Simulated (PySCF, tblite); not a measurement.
**C₆H₉AlO₂: geometry, infrared bands and NMR shifts**

Aim: predict the infrared bands and NMR shifts of C₆H₉AlO₂ (`C=C/C=[CH]/[Al]1[O]CC[O]1`).

Programs: tblite 0.8.0 and PySCF 2.14.0, with density-fitted response routines of our own. Each step states its level of theory. These are calculated values for one molecule in the gas phase, unless marked as measured. Atoms are numbered from 0 throughout.

### 1 The starting structure

18 atoms, charge 0, multiplicity 1; geometry from: force field or distance geometry start.

Bonds of the start (Å): C0–C1 1.34, C1–C2 1.47, C2–C3 1.34, C3–Al4 1.98, Al4–O5 1.80, O5–C6 1.41, C6–C7 1.56, C7–O8 1.41, O8–Al4 1.79, C0–H9 1.07, C0–H10 1.08, C1–H11 1.08, C2–H12 1.09, C3–H13 1.08, C6–H14 1.12, C6–H15 1.10, C7–H16 1.11, C7–H17 1.11.

### 2 Optimising the geometry with GFN2-xTB

Job settings and geometry (Å):

```
{"job": {"kind": "relax", "xc": "GFN2-xTB", "basis": "xTB"}, "charge": 0, "multiplicity": 1}
C      3.946900     0.486900    -0.902900
C      2.807700    -0.095200    -1.303700
C      1.695400    -0.286900    -0.362000
C      0.559600    -0.865500    -0.771800
Al    -0.958900    -1.122800     0.475700
O     -2.626400    -1.138200    -0.214200
C     -3.258100    -0.172200     0.594300
C     -2.253500     0.757600     1.351000
O     -1.140800     0.037100     1.824300
H      4.750700     0.613900    -1.596700
H      4.055700     0.850000     0.110000
H      2.727900    -0.451200    -2.315500
H      1.770900     0.069700     0.666500
H      0.451400    -1.230600    -1.782300
H     -3.898600    -0.694200     1.344800
H     -3.932500     0.445000    -0.022200
H     -1.924900     1.587100     0.684000
H     -2.781300     1.215900     2.209000
```

On the command line:

```
> OMP_NUM_THREADS=1 python probes_run.py task.json out
```

One launch serves the whole session: the jobs run in the order shown.

Standard output:

```text
step      E/eV     max force
  0    -724.44762    1.956
  1    -724.60419    1.376
  2    -724.71913    1.085
  3    -724.75548    0.777
  4    -724.78185    0.333
  5    -724.79424    0.321
  6    -724.80923    0.343
  7    -724.82049    0.292
  8    -724.82826    0.215
  9    -724.83407    0.223
 10    -724.84104    0.266
 11    -724.85081    0.294
 12    -724.86197    0.271
 13    -724.87155    0.211
 14    -724.87896    0.216
 15    -724.88604    0.201
 16    -724.89450    0.242
 17    -724.90334    0.186
 18    -724.91253    0.224
 19    -724.92296    0.245
 20    -724.93508    0.274
 21    -724.94856    0.281
 22    -724.96218    0.237
 23    -724.97339    0.210
 24    -724.98171    0.226
 25    -724.98969    0.278
 26    -724.99766    0.240
 27    -725.00332    0.304
 28    -725.01343    0.243
 29    -725.02234    0.248
 30    -725.02827    0.202
 31    -725.03529    0.200
 32    -725.04277    0.199
 33    -725.04864    0.199
 34    -725.05216    0.318
 35    -725.05650    0.169
 36    -725.06041    0.128
 37    -725.06390    0.120
 38    -725.06612    0.126
 39    -725.06839    0.098
 40    -725.07066    0.109
 41    -725.07345    0.128
 42    -725.07700    0.159
 43    -725.08195    0.206
 44    -725.08824    0.284
 45    -725.09520    0.321
 46    -725.10332    0.338
 47    -725.11319    0.260
 48    -725.12231    0.181
 49    -725.12674    0.190
 50    -725.13110    0.185
 51    -725.13508    0.118
 52    -725.13750    0.087
 53    -725.13865    0.083
 54    -725.13961    0.080
 55    -725.14073    0.069
 56    -725.14183    0.083
 57    -725.14256    0.057
 58    -725.14290    0.038
 59    -725.14319    0.034
 60    -725.14359    0.038
 61    -725.14389    0.051
 62    -725.14424    0.038
 63    -725.14462    0.048
 64    -725.14516    0.052
 65    -725.14577    0.059
 66    -725.14623    0.039
 67    -725.14647    0.037
 68    -725.14666    0.036
 69    -725.14690    0.050
 70    -725.14721    0.056
 71    -725.14750    0.039
 72    -725.14772    0.047
 73    -725.14792    0.046
 74    -725.14816    0.040
 75    -725.14842    0.039
 76    -725.14863    0.033
 77    -725.14876    0.027
 78    -725.14888    0.031
 79    -725.14902    0.037
 80    -725.14917    0.027
 81    -725.14927    0.025
 82    -725.14933    0.021
 83    -725.14938    0.016
 84    -725.14945    0.017
 85    -725.14951    0.018
 86    -725.14957    0.019
 87    -725.14961    0.017
 88    -725.14965    0.014
 89    -725.14970    0.016
 90    -725.14975    0.016
 91    -725.14977    0.013
 92    -725.14979    0.012
 93    -725.14982    0.010
 94    -725.14986    0.013
 95    -725.14990    0.015
 96    -725.14994    0.015
 97    -725.14998    0.014
 98    -725.15001    0.015
 99    -725.15006    0.017
100    -725.15011    0.018
101    -725.15017    0.017
102    -725.15023    0.018
103    -725.15030    0.020
104    -725.15037    0.018
105    -725.15043    0.013
106    -725.15045    0.010
107    -725.15047    0.009
```

Run time: 0.89 s. Hardware: 1 thread of Arm Neoverse V1, shared host.

Relaxation path: (not every step is listed)

| step | energy from step 0 (eV) | largest force (eV/Å) |
| --- | --- | --- |
| 0 | 0.0000 | 1.9559 |
| 1 | -0.1566 | 1.3764 |
| 2 | -0.2715 | 1.0854 |
| 3 | -0.3079 | 0.7772 |
| 4 | -0.3342 | 0.3331 |
| 5 | -0.3466 | 0.3211 |
| 6 | -0.3616 | 0.3432 |
| 7 | -0.3729 | 0.2920 |
| 8 | -0.3806 | 0.2146 |
| 17 | -0.4557 | 0.1856 |
| 26 | -0.5500 | 0.2398 |
| 35 | -0.6089 | 0.1686 |
| 44 | -0.6406 | 0.2844 |
| 53 | -0.6910 | 0.0835 |
| 62 | -0.6966 | 0.0382 |
| 71 | -0.6999 | 0.0390 |
| 80 | -0.7015 | 0.0273 |
| 89 | -0.7021 | 0.0156 |
| 98 | -0.7024 | 0.0154 |
| 102 | -0.7026 | 0.0181 |
| 103 | -0.7027 | 0.0195 |
| 104 | -0.7027 | 0.0177 |
| 105 | -0.7028 | 0.0131 |
| 106 | -0.7028 | 0.0097 |
| 107 | -0.7029 | 0.0086 |

Close pairs (by a distance rule), those that changed most:

```csv
bond,before (Å),after (Å),change (Å)
Al4–O5,1.805,1.705,-0.100
Al4–O8,1.788,1.708,-0.080
C3–Al4,1.982,1.944,-0.038
C1–C2,1.470,1.446,-0.024
C6–H14,1.116,1.095,-0.022
C7–H16,1.114,1.095,-0.019
C7–H17,1.107,1.095,-0.012
C0–C1,1.341,1.330,-0.011
```

The final coordinates are the input of the step that follows.

### 3 Harmonic vibrations with GFN2-xTB

Job settings and geometry (Å):

```
{"job": {"kind": "ir", "xc": "GFN2-xTB", "basis": "xTB"}, "charge": 0, "multiplicity": 1}
C      4.169014     0.324294    -0.882989
C      3.080812    -0.343788    -1.254789
C      1.780164    -0.127381    -0.660681
C      0.665149    -0.790864    -1.001531
Al    -0.983160    -0.354023    -0.067458
O     -2.596960    -0.888968    -0.192975
C     -3.424275    -0.222127     0.722926
C     -2.581938     0.780190     1.595303
O     -1.237161     0.764297     1.198121
H      5.131744     0.148030    -1.331132
H      4.128202     1.073737    -0.109354
H      3.138100    -1.092850    -2.035000
H      1.735161     0.627984     0.115580
H      0.714654    -1.546821    -1.780532
H     -3.908582    -0.960342     1.370160
H     -4.196663     0.324858     0.172700
H     -2.976528     1.794649     1.479665
H     -2.646491     0.495443     2.650329
```

Standard output:

```text
mode    cm-1     km/mol
  1      41.3      0.02
  2      44.7      0.23
  3      75.8      0.05
  4      91.2      0.39
  5     138.3      0.02
  6     163.9      4.26
  7     174.5      1.20
  8     252.2      4.73
  9     306.9     54.48
 10     392.5     21.40
 11     467.0     49.99
 12     572.3      3.82
 13     611.9      2.67
 14     642.5      0.95
 15     720.1    165.87
 16     756.8      6.08
 17     823.3    202.20
 18     854.6      0.83
 19     890.9     14.75
 20     897.3     21.07
 21     940.8      1.28
 22     985.7      0.07
 23    1036.7     32.07
 24    1065.8    253.45
 25    1072.9      0.85
 26    1089.0      0.38
 27    1095.7     10.38
 28    1190.8      4.70
 29    1205.1      0.05
 30    1216.4      4.50
 31    1263.4      3.47
 32    1288.6      3.83
 33    1305.3      6.17
 34    1313.1      0.03
 35    1404.4      0.28
 36    1471.1      0.01
 37    1490.5      5.80
 38    1587.1     16.60
 39    1655.7      0.83
 40    2901.2      0.04
 41    2919.3     96.54
 42    2922.9     22.12
 43    2930.2    118.00
 44    2981.8     42.37
 45    3027.0     13.12
 46    3052.2     45.47
 47    3100.3     15.30
 48    3131.0     43.92
```

Run time: 0.75 s. Hardware: 1 thread of Arm Neoverse V1, shared host.

The strongest bands and the atoms that carry them (share of the mass-weighted mode):

```csv
cm⁻¹,km/mol,atoms
307,54.5,"Al4 47 %, O8 17 %, O5 17 %"
467,50.0,"Al4 18 %, C0 15 %, O8 12 %, O5 12 %"
720,165.9,"O5 35 %, Al4 30 %, O8 23 %"
823,202.2,"Al4 46 %, C3 16 %, O8 10 %"
1066,253.4,"C6 31 %, C7 27 %, O5 21 %, O8 18 %"
2919,96.5,"H17 28 %, H15 26 %, H16 19 %, H14 17 %"
2930,118.0,"H16 29 %, H17 26 %, H14 21 %, H15 19 %"
3052,45.5,H11 87 %
```

### 4 NMR shieldings: PBE0/pcSseg-1

Settings changed since step 3:

```diff
@@ -1,2 +1,2 @@
-{"job": {"kind": "ir", "xc": "GFN2-xTB", "basis": "xTB"}, "charge": 0, "multiplicity": 1}
+{"job": {"kind": "nmr", "xc": "PBE0", "basis": "pcSseg-1"}, "charge": 0, "multiplicity": 1}
 C      4.169014     0.324294    -0.882989
```

With the program's defaults for keys left out, this is: GIAO PBE0/pcSseg-1 NMR shielding, non-relativistic, gas phase.

Standard output:

```text
coarse grid: 15896 points
cycle   1  E = -626.0856199939  dE =  1.229e+00  |g| = 1.020e+00  |ddm| = 3.915e+00
cycle   2  E = -625.7963318662  dE =  2.893e-01  |g| = 1.612e+00  |ddm| = 1.871e+00
cycle   3  E = -626.2804567932  dE = -4.841e-01  |g| = 1.227e-01  |ddm| = 1.269e+00
cycle   4  E = -626.2833281964  dE = -2.871e-03  |g| = 4.948e-02  |ddm| = 1.280e-01
cycle   5  E = -626.2839262361  dE = -5.980e-04  |g| = 1.447e-02  |ddm| = 4.658e-02
cycle   6  E = -626.2839711504  dE = -4.491e-05  |g| = 6.327e-03  |ddm| = 1.702e-02
cycle   7  E = -626.2839822665  dE = -1.112e-05  |g| = 6.746e-04  |ddm| = 5.813e-03
cycle   8  E = -626.2839823418  dE = -7.535e-08  |g| = 3.977e-04  |ddm| = 7.482e-04
final grid: 149904 points
cycle   9  E = -626.3593538927  dE = -2.701e-05  |g| = 1.324e-02  |ddm| = 3.120e-02
cycle  10  E = -626.3593169653  dE =  3.693e-05  |g| = 1.957e-02  |ddm| = 1.980e-02
cycle  11  E = -626.3593879655  dE = -7.100e-05  |g| = 1.674e-03  |ddm| = 1.215e-02
cycle  12  E = -626.3593885838  dE = -6.183e-07  |g| = 1.963e-04  |ddm| = 1.323e-03
cycle  13  E = -626.3593885890  dE = -5.241e-09  |g| = 1.389e-04  |ddm| = 3.305e-04
cycle  14  E = -626.3593885942  dE = -5.213e-09  |g| = 3.341e-05  |ddm| = 1.409e-04
cycle  15  E = -626.3593885945  dE = -2.781e-10  |g| = 6.906e-06  |ddm| = 3.286e-05
converged SCF energy = -626.3593885945

GIAO shielding tensors (ppm)
atom      isotropic    diamagn.    paramagn.     s11        s22        s33       span
  0 C       56.125     252.827    -196.702    -52.206     58.995    161.586    213.792
  1 C       38.870     253.818    -214.948    -71.981     46.581    142.009    213.990
  2 C       19.482     257.355    -237.873   -108.672     25.425    141.693    250.365
  3 C       58.860     258.557    -199.697    -34.484     40.210    170.854    205.338
  4 Al     413.434     800.633    -387.200    336.412    379.979    523.910    187.498
  5 O      293.655     401.367    -107.712    177.242    329.505    374.219    196.977
  6 C      119.613     241.077    -121.464     91.999    106.166    160.674     68.674
  7 C      120.130     239.258    -119.128     93.293    106.043    161.052     67.759
  8 O      298.588     401.531    -102.943    182.462    336.510    376.793    194.331
  9 H       25.997      25.767       0.230     23.848     25.347     28.797      4.949
 10 H       25.978      31.534      -5.557     22.984     25.322     29.627      6.643
 11 H       25.058      29.583      -4.525     22.333     24.188     28.655      6.322
 12 H       24.397      36.767     -12.370     20.527     22.322     30.342      9.815
 13 H       25.721      33.213      -7.491     24.088     24.966     28.110      4.022
 14 H       27.380      27.380       0.000     23.032     25.907     33.200     10.168
 15 H       27.373      27.512      -0.139     22.927     25.900     33.293     10.366
 16 H       27.412      28.183      -0.771     22.984     25.971     33.281     10.297
 17 H       27.408      28.216      -0.808     22.861     25.971     33.391     10.530
```

It took 37 s on 1 thread of Arm Neoverse V1, shared host; peak memory 0.91 GiB.

Shifts follow as δ = σ(reference) − σ, with reference shieldings (ppm) from runs at the same level and on the same kind of geometry: 1H TMS 31.72, 13C TMS 186.9, 17O H2O 336.1, 27Al AlH4- 490.0. The references are single molecules in the gas phase, so shifts against H2O, NH3, PH3, H3PO4 or CFCl3 are not on the usual liquid scales and can be off by tens of ppm. Shifts against hydride references such as AlH4− lie on their own scale. Atoms listed in one row are averaged.

```
             atoms                                       environment  σ (ppm)  δ (ppm)
                C2                                         alkene CH     19.5    167.4
                C1                                         alkene CH     38.9    148.1
                C0                              terminal =CH2 carbon     56.1    130.8
                C3                                         alkene CH     58.9    128.1
            C6, C7                               sp3 CH2 bonded to O    119.9     67.1
               H12                          hydrogen on an alkene CH    24.40     7.32
               H11                          hydrogen on an alkene CH    25.06     6.66
               H13                          hydrogen on an alkene CH    25.72     6.00
               H10                hydrogen on a terminal =CH2 carbon    25.98     5.74
                H9                hydrogen on a terminal =CH2 carbon    26.00     5.72
H14, H15, H16, H17                hydrogen on an sp3 CH2 bonded to O    27.39     4.32
               Al4  aluminium bonded to C, 2 O, in a 5-membered ring    413.4     76.5
            O5, O8      oxygen bonded to C, Al, in a 5-membered ring    296.1     40.0
```

Charges from the same density, by scheme (e):

```
 atoms  Mulliken    IAO  Hirshfeld  ESP fit
    C0     -0.13  -0.29      -0.08    -0.51
    C1     -0.18  -0.14      -0.04    -0.03
    C2     -0.10  -0.09      -0.03     0.14
    C3     -0.47  -0.50      -0.20    -0.86
   Al4      1.17   1.22       0.63     1.33
O5, O8     -0.70  -0.67      -0.33    -0.69
C6, C7      0.06  -0.07      -0.01     0.17
```

Mayer bond orders: C0–C1 1.89, C1–C2 1.10, C2–C3 1.76, C3–Al4 0.92, Al4–O5 0.92, O5–C6 0.91, C6–C7 1.00, C7–O8 0.91, O8–Al4 0.90.

Ring of atoms Al4, O5, C6, C7, O8: NICS(0) -5.0, NICS(1) -1.5, NICS(1)zz -3.1 ppm (means of both faces).

### 5 What came out

| quantity | value |
| --- | --- |
| strongest single infrared mode (GFN2-xTB) | 1066 cm⁻¹, 253 km/mol |
| zero-point energy (GFN2-xTB) | 85.1 kcal/mol |
| 13C shifts against TMS (PBE0/pcSseg-1, means over atoms taken as alike) | 167.4, 148.1, 130.8, 128.1, 67.1 ppm |
| 1H shifts against TMS (PBE0/pcSseg-1, means over atoms taken as alike) | 7.32, 6.66, 6.00, 5.74, 5.72, 4.32 ppm |
| 27Al shifts against AlH4- (PBE0/pcSseg-1) | 76.5 ppm |
| 17O shifts against H2O (PBE0/pcSseg-1, means over atoms taken as alike) | 40.0 ppm |

In words: The optimisation took 107 steps and gained 0.703 eV; among the close pairs (by a distance rule), Al4–O5 changed most, from 1.805 to 1.705 Å. All 48 modes are real, so the xTB geometry is a minimum. The strongest single mode, at 1066 cm⁻¹, is spread over several atoms, C6, C7, O5, O8 among them. GFN2-xTB is a fitted tight-binding method: band positions and strengths are rough. Its intensities can rank the bands wrongly. At PBE0/pcSseg-1: The largest span, 250 ppm, is at C2, where the paramagnetic term is -238 ppm.
